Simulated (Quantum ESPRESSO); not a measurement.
MnO2:

```xyz
6
Lattice="4.3960 0.0000 0.0000 0.0000 4.3960 0.0000 0.0000 0.0000 2.8710" Properties=species:S:1:pos:R:3 pbc="T T T"
Mn    0.0000    0.0000    0.0000
Mn    2.1980    2.1980    1.4355
O     1.3276    1.3276    0.0000
O     0.8704    3.5256    1.4355
O     3.0684    3.0684    0.0000
O     3.5256    0.8704    1.4355
```

Base run:

```yaml
Program: Quantum ESPRESSO 7.5
Functional: LDA
Potentials_or_basis: GBRV 1.5 LDA
Cutoff: 612 eV
Density_cutoff: 4898 eV
k_mesh: 4 × 4 × 7
Occupations: gaussian, width 0.05 eV
Spin: collinear spin, ferromagnetic start
Starting_moments: "[3.0, 3.0, 0.0, 0.0, 0.0, 0.0] μB"
Hubbard_terms: Mn d U = 1 eV
```

Its results: band gap on the k mesh none (metal or under the smearing width); pressure -9.8 GPa; net moment 6.00 μB per cell; site moments Mn +2.42; O +0.08 μB; largest force 0.548 eV/Å.

Task: After a change of settings the same cell gave: band gap on the k mesh none (metal or under the smearing width); pressure -8.4 GPa; net moment 6.00 μB per cell; site moments Mn +2.50; O +0.04 μB; largest force 0.547 eV/Å. Which change was it?
A. hubbard terms from Mn d U = 1 eV to Mn d U = 3 eV
B. hubbard terms from Mn d U = 1 eV to none
C. hubbard terms from Mn d U = 1 eV to Mn d U = 2 eV

Result: C.

Caveats: only a ferromagnetic start was run, and an antiferromagnetic order may lie lower in energy.
